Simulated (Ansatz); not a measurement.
# CH₃GaS₂: up Jacob's ladder to CCSD(T)

Aim: compute CH₃GaS₂ with functionals from several rungs and with coupled cluster, and see how far each lands from CCSD(T) at the basis-set limit for the atomisation energy.

Computed with Ansatz 0.2.0, Gaussian basis. Level: functionals in def2-TZVPP, the program's frozen cores in correlated methods.

Plan: LDA (SPW92), PBE-D4, revPBE-D4, BLYP-D4, r2SCAN-D4, B97M-V, PBE0-D4, B3LYP-D4, r2SCANh-D4, r2SCAN0-D4, HSE06-D4, BHLYP-D4, CAM-B3LYP-D4, LC-ωPBE, ωB97X-V, ωB97M-V, B2PLYP, PBE-QIDH; CCSD(T)/def2-SVP; CCSD(T)/def2-TZVPP; MP2/def2-QZVPP; extrapolation to the limit; RPA on PBE.

**1. Structure used throughout**

An earlier PBE0-D4 in a triple-zeta def2 set relaxation fixed the geometry.

SMILES `[CH3][Ga]1[S][S]1`, 7 atoms, charge 0, spin multiplicity 1.

Atoms are counted from 1 here; the program's logs count them from 0.

Bond lengths: C1–Ga2 1.932 Å, C1–H5 1.089 Å, C1–H6 1.090 Å, C1–H7 1.091 Å, Ga2–S3 2.176 Å, Ga2–S4 2.174 Å, S3–S4 2.205 Å. Angles: Ga2–C1–H5 110.5°, Ga2–C1–H6 109.3°, Ga2–C1–H7 109.1°, H5–C1–H6 109.7°, H5–C1–H7 109.5°, H6–C1–H7 108.7°, C1–Ga2–S3 149.0°, C1–Ga2–S4 150.1°, S3–Ga2–S4 60.9°, Ga2–S3–S4 59.5°, Ga2–S4–S3 59.6°.

**2. LDA**

This LDA is Slater exchange with PW92 correlation.

in.yaml reads:

```yaml
crystal:
  periodic: [false, false, false]
  atoms:
    - {symbol: C, position_ang: [-0.621455, 0.929838, -0.426690]}
    - {symbol: Ga, position_ang: [0.375550, -0.583981, 0.242035]}
    - {symbol: S, position_ang: [2.067910, -1.348362, 1.376296]}
    - {symbol: S, position_ang: [0.647450, -2.734237, 0.415687]}
    - {symbol: H, position_ang: [-1.518570, 0.596338, -0.946209]}
    - {symbol: H, position_ang: [-0.898423, 1.576053, 0.406901]}
    - {symbol: H, position_ang: [0.008638, 1.496251, -1.113722]}
basis:
  gaussian: {orbitals: def2-TZVPP}
hamiltonian: {xc: lda}
output: {orbitals: {seedname: orbitals}}
```

The run is started by

```bash
$ ansatz run in.yaml --threads 2 --pin off --events-out ev --progress --plain --max-ram 4352MiB
```

The runs that follow: PBE-D4 (GGA); revPBE-D4 (GGA); BLYP-D4 (GGA); r2SCAN-D4 (meta-GGA); B97M-V (meta-GGA); PBE0-D4 (hybrid); B3LYP-D4 (hybrid); r2SCANh-D4 (hybrid); r2SCAN0-D4 (hybrid); HSE06-D4 (hybrid); BHLYP-D4 (hybrid); CAM-B3LYP-D4 (range-separated); LC-ωPBE (range-separated); ωB97X-V (range-separated); ωB97M-V (range-separated); B2PLYP (double hybrid); PBE-QIDH (double hybrid); CCSD(T) in def2-SVP; CCSD(T) in def2-TZVPP; MP2 in def2-QZVPP; RPA on PBE orbitals.

**Question.** What will the summary of the whole plan be? Wanted: atomisation energy, CCSD(T)/CBS; farthest beyond LDA; mean size of error, GGA; mean size of error, meta-GGA; mean size of error, hybrid; mean size of error, range-separated; mean size of error, double hybrid; gap, smallest and largest; T1 diagnostic.

**Answer**, as computed:

| quantity | value |
| --- | --- |
| atomisation energy, CCSD(T)/CBS | 23.238 eV |
| functionals within 0.232 eV (1.0 %) | revPBE-D4, r2SCAN-D4, B97M-V, PBE0-D4, r2SCANh-D4, HSE06-D4, ωB97X-V, ωB97M-V, PBE-QIDH |
| farthest beyond LDA | BHLYP-D4 (-1.124 eV) |
| mean size of error, GGA | 0.383 eV |
| mean size of error, meta-GGA | 0.182 eV |
| mean size of error, hybrid | 0.331 eV |
| mean size of error, range-separated | 0.221 eV |
| mean size of error, double hybrid | 0.319 eV |
| gap, smallest and largest | 2.40 eV (LDA (SPW92)), 9.51 eV (LC-ωPBE) |
| T1 diagnostic | 0.0141 |
| triples share of the correlation energy | 4.9 % |

In words: LDA overbinds by 3.698 eV (16 %). PBE-D4 misses by +0.486 eV. Double hybrids carry the basis error of their MP2 part in triple zeta, and no dispersion term here, so their miss is partly the set-up's. The rungs meta-GGA, range-separated miss on average by less than the doubt on the reference (0.232 eV), so they tie. Misses under about 0.232 eV are within the doubt on the reference itself, which lacks core-valence correlation, relativity and higher excitations, and its outer-core shells are covered unevenly. Hartree-Fock recovers 68 % of the binding; the rest is correlation. CCSD(T) in def2-SVP is off by -1.959 eV, more than most functionals: a good method in a small basis is no reference. Orbital gaps span 2.4 to 9.5 eV; exact exchange widens them. Correlated methods include outer-core shells of Ga, which these sets cover unevenly.
